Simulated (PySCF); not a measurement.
# Lu2H6: other functionals and bases at one geometry

The task here is to estimate one member of a computed series from the others.

Program: PySCF 2.14.0. Level of theory: several levels, as the steps say, no spin–orbit coupling. These are calculated values, not measurements.

2 further runs of the same task are left out: 2 for a known fault of the program.

## The starting structure

8 atoms, charge 0, spin multiplicity 1.

Bond lengths: Lu1–Lu2 3.434 Å, Lu1–H3 2.118 Å, Lu1–H4 2.118 Å, Lu1–H5 1.952 Å, Lu1–H6 1.952 Å, Lu2–H3 2.118 Å, Lu2–H4 2.118 Å, Lu2–H7 1.952 Å, Lu2–H8 1.952 Å. Angles: Lu2–Lu1–H3 35.9°, Lu2–Lu1–H4 35.9°, Lu2–Lu1–H5 122.7°, Lu2–Lu1–H6 122.7°, H3–Lu1–H4 71.7°, H3–Lu1–H5 116.0°, H3–Lu1–H6 116.0°, H4–Lu1–H5 116.0°, H4–Lu1–H6 116.0°, H5–Lu1–H6 114.5°, Lu1–Lu2–H3 35.9°, Lu1–Lu2–H4 35.9°, Lu1–Lu2–H7 122.7°, Lu1–Lu2–H8 122.7°, H3–Lu2–H4 71.7°, H3–Lu2–H7 116.0°, H3–Lu2–H8 116.0°, H4–Lu2–H7 116.0° and more.

As a file:

```
atom    x (Å)    y (Å)    z (Å)
 Lu1   0.0000   0.0000   1.7168
 Lu2   0.0000   0.0000  -1.7168
  H3   1.2410   0.0000   0.0000
  H4  -1.2410   0.0000   0.0000
  H5   0.0000   1.6417   2.7725
  H6   0.0000  -1.6417   2.7725
  H7   0.0000   1.6417  -2.7725
  H8   0.0000  -1.6417  -2.7725
```

Formal oxidation states: Lu +3. Each metal's 14 4f electrons lie in its core potential, so multiplicities, spins and levels count the valence alone. An earlier session relaxed this geometry at r2SCAN, Lu lcecp-1-SVP with ECP60, H def2-SVP (singlet, point group D2h).

At r2SCAN on the finer grid: E = -83.524173 Eh, HOMO -6.23 eV, LUMO -2.55 eV, Mulliken charge on Lu1 +0.82 e, largest force component 0.010 eV/Å. 

Levels to run: revPBE; BLYP; PBE; CAM-B3LYP; r2SCAN, TZVP. Hardware: 2 threads of Arm Neoverse V2, shared host.

Set-up of the first run:

run.py (the lines that set the calculation)

```python
mol = gto.M(atom='''
Lu     0.00000     0.00000     1.71677
Lu     0.00000     0.00000    -1.71677
H      1.24096     0.00000     0.00000
H     -1.24096     0.00000     0.00000
H      0.00000     1.64170     2.77250
H      0.00000    -1.64170     2.77250
H      0.00000     1.64170    -2.77250
H      0.00000    -1.64170    -2.77250''',
    basis={'Lu': 'lcecp-1-SVP', 'H': 'def2-SVP'},
    ecp={'Lu': 'lcecp-1-SVP'},
    charge=0, spin=0)
mf = dft.RKS(mol, xc='PBE_R,PBE')
mf.grids.atom_grid = (75, 302)  # f atoms: unpruned, at least (60, 302)
mf = mf.density_fit()  # fitting sets: Lu AutoAux, H def2-universal-JKFIT
mf.conv_tol = 1e-08; mf.max_cycle = 55
mf.kernel(dm0)  # dm0: the density of the relaxed state
```

The run is started by

```sh
$ OMP_NUM_THREADS=2 python run.py
```

Steps of the session up to this table: revPBE; BLYP; PBE; CAM-B3LYP; r2SCAN, TZVP.

One table of the session follows, with a row left open; its other results are not shown here.

```
                level  HOMO (eV)  gap (eV)  charge on Lu1 (e)  largest force component (eV/Å)
r2SCAN (relaxed here)      -6.23      3.67               0.82                            0.01
               revPBE      -5.91      3.25               0.69                            0.08
                 BLYP      -5.86      3.11               0.62                            0.11
                  PBE          ?         ?                  ?                               ?
            CAM-B3LYP      -8.60      7.36               0.79                            0.09
         r2SCAN, TZVP      -6.26      3.68               0.99                            0.04
```

Q: Estimate the row for PBE from the others.

The run gave: HOMO (eV): -5.94; gap (eV): 3.13; charge on Lu1 (e): 0.64; largest force component (eV/Å): 0.04. In the column «HOMO (eV)» it lies between r2SCAN (relaxed here) (-6.23) and revPBE (-5.91).

In one basis the HOMO–LUMO gap runs from 3.11 eV (BLYP) to 7.36 eV (CAM-B3LYP). The largest leftover force, 0.11 eV/Å with BLYP, stands at a geometry relaxed at another level. With 4f in the core, its levels are missing from HOMO and gap, and its count is fixed, so no charge can pass from the ligands into it. Total energies of different levels can't be compared.
